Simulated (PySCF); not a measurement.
# C7H5O2: the cost of one run

Computed with PySCF 2.14.0 and routines of our own; the level stands in each step. Atoms count from 0.

### Step 1. The system as given

14 atoms, charge -1, multiplicity 1; geometry from: GFN2-xTB.

### Step 2. Geometry optimisation at PBE0-D3(BJ)/def2-SVP

What the job is given:

```
{"job": {"xc": "PBE0", "basis": "def2-SVP", "d3": "d3bj", "grid": 2, "kind": "geom"}, "charge": -1, "multiplicity": 1}
O      2.869846    -1.398770    -0.359703
C      2.275720    -0.327347    -0.245633
C      0.871444    -0.125397    -0.095406
C      0.001385    -1.223492    -0.063527
C     -1.352603    -1.074480     0.079901
C     -1.879122     0.221780     0.197804
C     -1.070903     1.317273     0.171636
C      0.361807     1.226982     0.023804
O      1.083240     2.246402     0.002613
H      2.852999     0.619567    -0.254385
H      0.444573    -2.208129    -0.157932
H     -2.014167    -1.932375     0.103857
H     -2.953545     0.345255     0.311007
H     -1.491352     2.312258     0.263798
```

The run is started by

```console
$ OMP_NUM_THREADS=1 python excited_run.py task.json out
```

This one command runs all jobs of the session in turn.

Q: Estimate the wall time and peak memory of this first job on 1 thread of Arm Neoverse V1, shared host.

About 63 s, with a peak of 0.74 GiB.
